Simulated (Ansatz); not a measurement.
# OsRu2: the cost of one run

Program: Ansatz 0.2.0. Level of theory: DFT PBE, scalar-relativistic, plane waves, PAW. These are calculated values, not measurements.

## 1. The starting structure

It takes space group P6/mmm (No. 191, hexagonal). Conventional cell: a = 4.162 Å, b = 4.162 Å, c = 2.646 Å, α = 90.00°, β = 90.00°, γ = 120.00°. Ru (site symmetry -6m2) is surrounded by 5 Ru at 2.40 to 2.65 Å and 6 Os at 2.74 Å. Os (site symmetry 6/mmm) has 2 Os at 2.65 Å and 12 Ru at 2.74 Å as nearest neighbours.

Coordinates:

```cif
data_structure
_symmetry_space_group_name_H-M 'P 1'
_symmetry_Int_Tables_number 1
_cell_length_a 4.1618
_cell_length_b 4.1618
_cell_length_c 2.6456
_cell_angle_alpha 90.000
_cell_angle_beta 90.000
_cell_angle_gamma 120.000
_cell_volume 39.68
loop_
_atom_site_label
_atom_site_type_symbol
_atom_site_fract_x
_atom_site_fract_y
_atom_site_fract_z
_atom_site_occupancy
Ru1 Ru 0.33333 0.66667 0.50000 1
Ru2 Ru 0.66667 0.33333 0.50000 1
Os1 Os 0.00000 0.00000 0.00000 1
```

(A quick probe on a coarse mesh, which set the mesh and smearing, is not shown.)

## 3. A loose first relaxation

input.yaml reads:

```yaml
crystal:
  lattice:
    - [4.1617862084, 0.0, 0.0]
    - [-2.0808931042, 3.6042125816, 0.0]
    - [0.0, 0.0, 2.6456081657]
  atoms:
    - { symbol: Ru, position: [0.3333333333, 0.6666666667, 0.5] }
    - { symbol: Ru, position: [0.6666666667, 0.3333333333, 0.5] }
    - { symbol: Os, position: [0.0, 0.0, 0.0] }
basis:
  ecutwfc: 420
kpoints:
  mp_grid: { grid: [6, 6, 6] }
hamiltonian:
  xc: pbe
scf:
  occupations: { method: gaussian, width: 0.1 }
  lower_state_search: "off"
output:
  forces: true
  stress: true
  eigenvalues: true
relax:
  adjacent_minimum: "off"
  f_tol: 0.04
  max_steps: 70
  cell: { stress_tol: 0.4 }
```

On the command line:

```
$ ansatz run input.yaml --threads 1 --pin off --max-ram 2560MiB --backend cpu --events-out ev --progress --plain --runs-dir out
```

Q: Estimate wall time and peak memory on 1 thread of Arm Neoverse V1, shared host.

About 12 s, with a peak of 0.33 GiB.
